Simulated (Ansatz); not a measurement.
**H₄O₂S₂Zr: up Jacob's ladder to CCSD(T)**

Aim: compute H₄O₂S₂Zr with functionals from several rungs and with coupled cluster. The comparison is of orbital energies and run times, and the correlation energy is taken apart.

The runs use Ansatz 0.2.0, Gaussian basis; functionals in def2-TZVPP, the program's frozen cores in correlated methods.

Levels to be run: PBE-D4, r2SCAN-D4, PBE0-D4, B3LYP-D4, ωB97X-V, ωB97M-V, B2PLYP; CCSD(T)/def2-TZVPP; MP2/def2-QZVPP; extrapolation to the limit.

## Step 1: The geometry

An earlier PBE0-D4 in a triple-zeta def2 set relaxation fixed the geometry. Zr takes the def2 core potential; no spin-orbit term is included.

9 atoms, charge 0, spin multiplicity 1.

Atoms are counted from 1 here; the program's logs count them from 0.

Bond lengths: O1–Zr2 1.902 Å, O1–H6 0.953 Å, Zr2–O3 1.902 Å, Zr2–S4 2.460 Å, Zr2–S5 2.460 Å, O3–H7 0.953 Å, S4–H8 1.347 Å, S5–H9 1.347 Å. Angles: Zr2–O1–H6 168.7°, O1–Zr2–O3 116.5°, O1–Zr2–S4 104.1°, O1–Zr2–S5 111.3°, O3–Zr2–S4 111.3°, O3–Zr2–S5 104.1°, S4–Zr2–S5 109.6°, Zr2–O3–H7 168.7°, Zr2–S4–H8 91.7°, Zr2–S5–H9 91.7°.

## Step 2: PBE-D4 (GGA)

Input file in.yaml:

```yaml
crystal:
  periodic: [false, false, false]
  atoms:
    - {symbol: O, position_ang: [-0.784187, 0.914526, -1.589506]}
    - {symbol: Zr, position_ang: [0.081985, 0.041199, -0.138998]}
    - {symbol: O, position_ang: [1.931709, -0.341824, -0.359863]}
    - {symbol: S, position_ang: [-1.223215, -2.018731, 0.184575]}
    - {symbol: S, position_ang: [-0.007023, 1.406018, 1.905669]}
    - {symbol: H, position_ang: [-1.050272, 1.430365, -2.345694]}
    - {symbol: H, position_ang: [2.814577, -0.550603, -0.652562]}
    - {symbol: H, position_ang: [-0.419558, -2.417827, 1.189143]}
    - {symbol: H, position_ang: [-1.344006, 1.536867, 1.807247]}
basis:
  gaussian: {orbitals: def2-TZVPP}
hamiltonian: {xc: pbe, dispersion: d4}
output: {forces: true, orbitals: {seedname: orbitals}}
```

Started as:

```console
ansatz run in.yaml --threads 4 --pin off --events-out ev --progress --plain --max-ram 10444MiB
```

Standard output (excerpt; [...] marks lines left out):

```text
Functional definition: PBE
  name "PBE"
  cite "Perdew, Burke & Ernzerhof, Phys. Rev. Lett. 77, 3865 (1996) doi:10.1103/PhysRevLett.77.3865"
  parent pbe
[...]
1418 factors; their error is unknown
[...]
mean field -27106.52341364 eV, -996.1463619897 hartree, gradient 6.9e-5 eV, S^2 0.000000; 0 other end points of the search recorded, 0 dependent functions left out
[...]
reference -27106.52348931 eV, -996.1463647705 hartree; 32, 32 occupied and 226, 226 virtual orbitals, 1418 factors
Total energy: -27106.76964341 eV, -996.1554107671 hartree
Atom 0 at    -0.784187     0.914526    -1.589506 Å, force    -0.066585    -0.105348     0.105469 eV/Å
Atom 1 at     0.081985     0.041199    -0.138998 Å, force    -0.083853    -0.042707     0.142783 eV/Å
Atom 2 at     1.931709    -0.341824    -0.359863 Å, force    -0.077734     0.033642     0.139771 eV/Å
Atom 3 at    -1.223215    -2.018731     0.184575 Å, force    -0.240177    -0.066149    -0.164206 eV/Å
Atom 4 at    -0.007023     1.406018     1.905669 Å, force     0.242710     0.067989     0.159564 eV/Å
Atom 5 at    -1.050272     1.430365    -2.345694 Å, force    -0.116803     0.260292    -0.377982 eV/Å
Atom 6 at     2.814577    -0.550603    -0.652562 Å, force     0.433516    -0.102371    -0.160565 eV/Å
Atom 7 at    -0.419558    -2.417827     1.189143 Å, force     0.147389    -0.069510     0.177192 eV/Å
Atom 8 at    -1.344006     1.536867     1.807247 Å, force    -0.238463     0.024162    -0.022025 eV/Å
Dipole moment:     0.320590     0.159441    -0.544730 e Å
```

It took 2.6 s on 4 threads of Arm Neoverse V2, shared host.

HOMO -5.91 eV, LUMO -1.99 eV.

## Step 3: r2SCAN-D4 (meta-GGA)

Edit in.yaml of step 2 so:

```diff
@@ -14,3 +14,3 @@
   gaussian: {orbitals: def2-TZVPP}
-hamiltonian: {xc: pbe, dispersion: d4}
+hamiltonian: {xc: r2scan, dispersion: d4}
 output: {forces: true, orbitals: {seedname: orbitals}}
```

Launched as before.

Standard output (excerpt; [...] marks lines left out):

```text
Functional definition: r2SCAN
  name "r2SCAN"
  cite "Furness, Kaplan, Ning, Perdew & Sun, J. Phys. Chem. Lett. 11, 8208 (2020) doi:10.1021/acs.jpclett.0c02405"
  cite "Furness, Kaplan, Ning, Perdew & Sun, J. Phys. Chem. Lett. 11, 9248 (2020) doi:10.1021/acs.jpclett.0c03077"
  parent r2scan
[...]
1418 factors; their error is unknown
[...]
mean field -27117.09086985 eV, -996.5347088428 hartree, gradient 2.3e-5 eV, S^2 0.000000; 0 other end points of the search recorded, 0 dependent functions left out
[...]
reference -27117.09089349 eV, -996.5347097112 hartree; 32, 32 occupied and 226, 226 virtual orbitals, 1418 factors
Total energy: -27117.15259595 eV, -996.5369772350 hartree
Atom 0 at    -0.784187     0.914526    -1.589506 Å, force    -0.091872     0.053593    -0.111816 eV/Å
Atom 1 at     0.081985     0.041199    -0.138998 Å, force    -0.047187    -0.024409     0.080381 eV/Å
Atom 2 at     1.931709    -0.341824    -0.359863 Å, force     0.152089    -0.023520     0.009177 eV/Å
Atom 3 at    -1.223215    -2.018731     0.184575 Å, force    -0.071587    -0.101746    -0.003941 eV/Å
Atom 4 at    -0.007023     1.406018     1.905669 Å, force     0.015348     0.073838     0.099201 eV/Å
Atom 5 at    -1.050272     1.430365    -2.345694 Å, force    -0.002311     0.028502    -0.038809 eV/Å
Atom 6 at     2.814577    -0.550603    -0.652562 Å, force     0.039930    -0.009537    -0.025121 eV/Å
Atom 7 at    -0.419558    -2.417827     1.189143 Å, force     0.007996     0.007060     0.000051 eV/Å
Atom 8 at    -1.344006     1.536867     1.807247 Å, force    -0.002406    -0.003781    -0.009122 eV/Å
Dipole moment:     0.325929     0.162095    -0.553784 e Å
```

Run time: 5.5 s. Hardware: 4 threads of Arm Neoverse V2, shared host.

HOMO -6.20 eV, LUMO -1.81 eV.

## Step 4: PBE0-D4 (hybrid)

Edit in.yaml of step 3 so:

```diff
@@ -14,3 +14,3 @@
   gaussian: {orbitals: def2-TZVPP}
-hamiltonian: {xc: r2scan, dispersion: d4}
-output: {forces: true, orbitals: {seedname: orbitals}}
+hamiltonian: {xc: pbe0, dispersion: d4}
+output: {orbitals: {seedname: orbitals}}
```

Launched as before.

Standard output:

```text
Functional definition: PBE0
  name "PBE0"
  cite "Adamo & Barone, J. Chem. Phys. 110, 6158 (1999) doi:10.1063/1.478522"
  cite "Perdew, Burke & Ernzerhof, Phys. Rev. Lett. 77, 3865 (1996) doi:10.1103/PhysRevLett.77.3865"
  parent pbe
  parameter a = 0.25
  parameter kappa = 0.804
  parameter beta = 0.06672455060314922
  exchange = (1 - a)*pbe_x(kappa = kappa, mu = beta*pi^2/3) + a*exact_x
  correlation = pbe_c(beta = beta)
1558 factors; their error is unknown
mean field evaluation 1: about -27095.9095 eV, gradient 8.3e1 eV
mean field evaluation 2: about -27040.7981 eV, gradient 1.9e2 eV
mean field evaluation 4: about -27107.0943 eV, gradient 1.0e1 eV
mean field evaluation 8: about -27107.3847 eV, gradient 2.1e-1 eV
mean field evaluation 16: about -27107.4370 eV, gradient 1.5e-4 eV
mean field -27107.43699854 eV, -996.1799356155 hartree, gradient 4.9e-5 eV, S^2 0.000000; 0 other end points of the search recorded, 0 dependent functions left out
reference -27107.43705167 eV, -996.1799375680 hartree; 32, 32 occupied and 226, 226 virtual orbitals, 1558 factors
Total energy: -27107.65260907 eV, -996.1878591564 hartree
```

Run time: 3.2 s. Hardware: 4 threads of Arm Neoverse V2, shared host; peak memory 0.75 GiB.

HOMO -7.09 eV, LUMO -1.13 eV.

## Step 5: B3LYP-D4 (hybrid)

B3LYP here takes the VWN-RPA correlation.

Edit in.yaml of step 4 so:

```diff
@@ -14,3 +14,3 @@
   gaussian: {orbitals: def2-TZVPP}
-hamiltonian: {xc: pbe0, dispersion: d4}
-output: {orbitals: {seedname: orbitals}}
+hamiltonian: {xc: {name: B3LYP}, dispersion: d4}
+output: {forces: true, orbitals: {seedname: orbitals}}
```

The command is unchanged.

Standard output (excerpt; [...] marks lines left out):

```text
Functional definition: B3LYP
  name "B3LYP"
  cite "Stephens, Devlin, Chabalowski & Frisch, J. Phys. Chem. 98, 11623 (1994) doi:10.1021/j100096a001"
  cite "Becke, Phys. Rev. A 38, 3098 (1988) doi:10.1103/PhysRevA.38.3098"
  cite "Lee, Yang & Parr, Phys. Rev. B 37, 785 (1988) doi:10.1103/PhysRevB.37.785"
  cite "Vosko, Wilk & Nusair, Can. J. Phys. 58, 1200 (1980) doi:10.1139/p80-159"
[...]
1476 factors; their error is unknown
[...]
mean field -27121.27171125 eV, -996.6883519303 hartree, gradient 3.5e-5 eV, S^2 0.000000; 0 other end points of the search recorded, 0 dependent functions left out
[...]
reference -27121.27204487 eV, -996.6883641905 hartree; 32, 32 occupied and 226, 226 virtual orbitals, 1476 factors
Total energy: -27121.66953684 eV, -996.7029717511 hartree
Atom 0 at    -0.784187     0.914526    -1.589506 Å, force    -0.141462     0.120322    -0.211742 eV/Å
Atom 1 at     0.081985     0.041199    -0.138998 Å, force    -0.032221    -0.016940     0.055011 eV/Å
Atom 2 at     1.931709    -0.341824    -0.359863 Å, force     0.275868    -0.053266    -0.017026 eV/Å
Atom 3 at    -1.223215    -2.018731     0.184575 Å, force    -0.103478    -0.180500     0.035649 eV/Å
Atom 4 at    -0.007023     1.406018     1.905669 Å, force    -0.019706     0.119154     0.173352 eV/Å
Atom 5 at    -1.050272     1.430365    -2.345694 Å, force    -0.008679     0.024194    -0.034283 eV/Å
Atom 6 at     2.814577    -0.550603    -0.652562 Å, force     0.038480    -0.009118    -0.016312 eV/Å
Atom 7 at    -0.419558    -2.417827     1.189143 Å, force    -0.012645    -0.017676    -0.001883 eV/Å
Atom 8 at    -1.344006     1.536867     1.807247 Å, force     0.003845     0.013829     0.017233 eV/Å
Dipole moment:     0.322822     0.160559    -0.548505 e Å
```

Run time: 4.8 s. Hardware: 4 threads of Arm Neoverse V2, shared host; peak memory 0.8 GiB.

HOMO -6.84 eV, LUMO -1.33 eV.

## Step 6: ωB97X-V (range-separated)

Edit in.yaml of step 5 so:

```diff
@@ -14,3 +14,3 @@
   gaussian: {orbitals: def2-TZVPP}
-hamiltonian: {xc: {name: B3LYP}, dispersion: d4}
-output: {forces: true, orbitals: {seedname: orbitals}}
+hamiltonian: {xc: {name: wB97X-V}}
+output: {orbitals: {seedname: orbitals}}
```

Same command.

Standard output (excerpt; [...] marks lines left out):

```text
Functional definition: wB97X-V
  name "wB97X-V"
  cite "Mardirossian & Head-Gordon, Phys. Chem. Chem. Phys. 16, 9904 (2014) doi:10.1039/C3CP54374A"
  cite "Becke, J. Chem. Phys. 107, 8554 (1997) doi:10.1063/1.475007"
  cite "Vydrov & Van Voorhis, J. Chem. Phys. 133, 244103 (2010) doi:10.1063/1.3521275"
[...]
      + integral(e_c_pw_opposite_spin*poly(b97_u_opposite, cos0, cos1)) + vv10(b, c)
1463 factors; their error is unknown
315 factors; integrals over basis functions are off by at most 9.7e-6 eV
[...]
mean field -27114.15308947 eV, -996.4267474051 hartree, gradient 1.3e-5 eV, S^2 0.000000; 0 other end points of the search recorded, 0 dependent functions left out
reference -27114.15308612 eV, -996.4267472818 hartree; 32, 32 occupied and 226, 226 virtual orbitals, 1463 factors
Total energy: -27114.15308612 eV, -996.4267472818 hartree
```

Run time: 8.5 s. Hardware: 4 threads of Arm Neoverse V2, shared host; peak memory 0.92 GiB.

HOMO -9.37 eV, LUMO 1.03 eV.

## Step 7: ωB97M-V (range-separated)

Edit in.yaml of step 6 so:

```diff
@@ -14,3 +14,3 @@
   gaussian: {orbitals: def2-TZVPP}
-hamiltonian: {xc: {name: wB97X-V}}
-output: {orbitals: {seedname: orbitals}}
+hamiltonian: {xc: {name: wB97M-V}}
+output: {forces: true, orbitals: {seedname: orbitals}}
```

Launched as before.

Standard output (excerpt; [...] marks lines left out):

```text
Functional definition: wB97M-V
  name "wB97M-V"
  cite "Mardirossian & Head-Gordon, J. Chem. Phys. 144, 214110 (2016) doi:10.1063/1.4952647"
  cite "Becke, J. Chem. Phys. 107, 8554 (1997) doi:10.1063/1.475007"
  cite "Vydrov & Van Voorhis, J. Chem. Phys. 133, 244103 (2010) doi:10.1063/1.3521275"
  # Of w^i u^j: cxij and so on, Table III.
[...]
  gx(w, u) = 1 - cx + cx01*u + cx10*w
  gss(w, u) = css00 + css04*u^4 + css10*w + css20*w^2 + css43*w^4*u^3
  gos(w, u) = cos00 + cos10*w + (cos20 + cos21*u)*w^2 + (cos60 + cos61*u)*w^6
[...]
      + integral(e_c_pw_mod_opposite_spin*gos(b97_w_opposite, b97_u_opposite)) + vv10(b, c)
1450 factors; their error is unknown
315 factors; integrals over basis functions are off by at most 9.7e-6 eV
[...]
Total energy: -27114.98753461 eV, -996.4574126984 hartree
Atom 0 at    -0.784187     0.914526    -1.589506 Å, force    -0.027348     0.061791    -0.103561 eV/Å
Atom 1 at     0.081985     0.041199    -0.138998 Å, force    -0.025371    -0.013496     0.043222 eV/Å
Atom 2 at     1.931709    -0.341824    -0.359863 Å, force     0.113946    -0.018628    -0.043981 eV/Å
Atom 3 at    -1.223215    -2.018731     0.184575 Å, force    -0.006474    -0.102521     0.053435 eV/Å
Atom 4 at    -0.007023     1.406018     1.905669 Å, force    -0.065535     0.066564     0.068776 eV/Å
Atom 5 at    -1.050272     1.430365    -2.345694 Å, force     0.007562    -0.022619     0.029200 eV/Å
Atom 6 at     2.814577    -0.550603    -0.652562 Å, force    -0.033332     0.010019     0.014711 eV/Å
Atom 7 at    -0.419558    -2.417827     1.189143 Å, force    -0.038741     0.030851    -0.058224 eV/Å
Atom 8 at    -1.344006     1.536867     1.807247 Å, force     0.075294    -0.011962    -0.003580 eV/Å
Dipole moment:     0.336030     0.167155    -0.570929 e Å
```

Wall time 12 s (4 threads of Arm Neoverse V2, shared host); peak memory 1.1 GiB.

HOMO -9.20 eV, LUMO 0.53 eV.

## Step 8: B2PLYP (double hybrid)

Edit in.yaml of step 7 so:

```diff
@@ -14,3 +14,2 @@
   gaussian: {orbitals: def2-TZVPP}
-hamiltonian: {xc: {name: wB97M-V}}
-output: {forces: true, orbitals: {seedname: orbitals}}
+hamiltonian: {xc: {name: B2PLYP}}
```

The command is unchanged.

Standard output (excerpt; [...] marks lines left out):

```text
Functional definition: B2PLYP
  name "B2PLYP"
  cite "Grimme, J. Chem. Phys. 124, 034108 (2006) doi:10.1063/1.2148954"
  cite "Becke, Phys. Rev. A 38, 3098 (1988) doi:10.1103/PhysRevA.38.3098"
  cite "Lee, Yang & Parr, Phys. Rev. B 37, 785 (1988) doi:10.1103/PhysRevB.37.785"
[...]
1574 factors; integrals over basis functions are off by at most 1.1e-3 eV
[...]
mean field -27097.28171514 eV, -995.8067358343 hartree, gradient 4.3e-6 eV, S^2 0.000000; 0 other end points of the search recorded, 0 dependent functions left out
12 core orbitals not correlated: weight in the atoms' cores, before any rotation towards them, 1.000 or more for the frozen orbitals, at most 0.000 for the correlated occupied ones
reference -27097.28191974 eV, -995.8067433532 hartree; 20, 20 occupied and 226, 226 virtual orbitals, 1574 factors
second order -39.79181157 eV of doubles, -0.00000000 eV of singles
Total energy: -27108.02570887 eV, -996.2015703211 hartree
```

Run time: 6 s. Hardware: 4 threads of Arm Neoverse V2, shared host; peak memory 0.7 GiB.

## Step 9: Orbital energies across the functionals

Dipoles come from the runs that computed forces. Levels, from each run's orbital file:

```
functional  HOMO (eV)  LUMO (eV)  gap (eV)  dipole (D)   time
    PBE-D4      -5.91      -1.99      3.92        3.13  2.6 s
 r2SCAN-D4      -6.20      -1.81      4.39        3.18  5.5 s
   PBE0-D4      -7.09      -1.13      5.96              3.2 s
  B3LYP-D4      -6.84      -1.33      5.50        3.15  4.8 s
   ωB97X-V      -9.37       1.03     10.40              8.5 s
   ωB97M-V      -9.20       0.53      9.73        3.28   12 s
```

## Step 10: CCSD(T) in def2-TZVPP

Edit in.yaml of step 8 so:

```diff
@@ -14,2 +14,2 @@
   gaussian: {orbitals: def2-TZVPP}
-hamiltonian: {xc: {name: B2PLYP}}
+correlation: {method: ccsd_t}
```

The command is unchanged.

Standard output (excerpt; [...] marks lines left out):

```text
Functional definition: HF
  name "HF"
  cite "Fock, Z. Phys. 61, 126 (1930) doi:10.1007/BF01340294"
  parent pbe
[...]
1574 factors; integrals over basis functions are off by at most 1.1e-3 eV
[...]
mean field -27047.88330356 eV, -993.9913776920 hartree, gradient 2.2e-6 eV, S^2 0.000000; 0 other end points of the search recorded, 0 dependent functions left out
12 core orbitals not correlated: weight in the atoms' cores, before any rotation towards them, 1.000 or more for the frozen orbitals, at most 0.000 for the correlated occupied ones
reference -27047.88330356 eV, -993.9913776920 hartree; 20, 20 occupied and 226, 226 virtual orbitals, 1574 factors
second order -32.49986333 eV of doubles, -0.00000000 eV of singles
cycle   1  -32.24706155 eV  change    2.5e-1 eV  update   1.7e-1
[...]
cycle  10  -33.27624369 eV  change   -1.6e-5 eV  update   2.8e-5
perturbative correction -1.51631849 eV, -0.0557236769 hartree
Total energy: -27082.67586574 eV, -995.2699807689 hartree
```

Wall time 4 min (4 threads of Arm Neoverse V2, shared host); peak memory 6.4 GiB.

## Step 11: MP2 in def2-QZVPP

Edit in.yaml of step 10 so:

```diff
@@ -13,3 +13,3 @@
 basis:
-  gaussian: {orbitals: def2-TZVPP}
-correlation: {method: ccsd_t}
+  gaussian: {orbitals: "def2-QZVPP.json"}
+correlation: {method: mp2}
```

Same command.

Standard output:

```text
Functional definition: HF
  name "HF"
  cite "Fock, Z. Phys. 61, 126 (1930) doi:10.1007/BF01340294"
  parent pbe
  exchange = exact_x
  correlation = 0
2772 factors; integrals over basis functions are off by at most 1.1e-3 eV
mean field evaluation 1: about -27041.8153 eV, gradient 6.1e1 eV
mean field evaluation 2: about -27041.9658 eV, gradient 6.1e1 eV
mean field evaluation 4: about -27048.7105 eV, gradient 4.1e0 eV
mean field evaluation 8: about -27048.8029 eV, gradient 4.3e-1 eV
mean field evaluation 16: about -27048.8045 eV, gradient 1.7e-6 eV
mean field -27048.80450854 eV, -994.0252313506 hartree, gradient 1.7e-6 eV, S^2 0.000000; 0 other end points of the search recorded, 0 dependent functions left out
12 core orbitals not correlated: weight in the atoms' cores, before any rotation towards them, 1.000 or more for the frozen orbitals, at most 0.000 for the correlated occupied ones
reference -27048.80450854 eV, -994.0252313506 hartree; 20, 20 occupied and 423, 423 virtual orbitals, 2772 factors
second order -35.83283678 eV of doubles, -0.00000000 eV of singles
Total energy: -27084.63734532 eV, -995.3420638140 hartree
```

Wall time 15 s (4 threads of Arm Neoverse V2, shared host); peak memory 2.4 GiB.

Energy pieces by basis (eV):

```
     basis           HF  MP2 correlation  CCSD correlation      (T)              total
def2-TZVPP  -27047.8833         -32.4999          -33.2762  -1.5163        -27082.6759
def2-QZVPP  -27048.8045         -35.8328                             -27084.6373 (MP2)
```

The report of the def2-TZVPP run gives T1 = 0.0173.

## Step 12: The basis-set limit

No new run: Hartree-Fock is extrapolated as exp(−7.88√X) and correlation as X^−2.97, with X = 3 and 4; only MP2 was run in the larger set, so CCSD(T) minus MP2 is added from the smaller one.

```
  level  energy at the limit (eV)
     HF               -27048.9314
    MP2               -27087.2331
   CCSD               -27088.0095
CCSD(T)               -27089.5258
```

## Step 13: Outcome

```
                               quantity                                 value
 CCSD(T) correlation energy, def2-TZVPP                            -34.793 eV
              gap, smallest and largest  3.92 eV (PBE-D4), 10.40 eV (ωB97X-V)
                          T1 diagnostic                                0.0173
triples share of the correlation energy                                 4.4 %
```

In def2-TZVPP MP2 gives 93 % of the CCSD(T) correlation energy. The gap grows from 3.9 to 10.4 eV across the functionals, mostly with the share of exact exchange. Correlated methods include outer-core shells of Zr, which these sets cover unevenly.
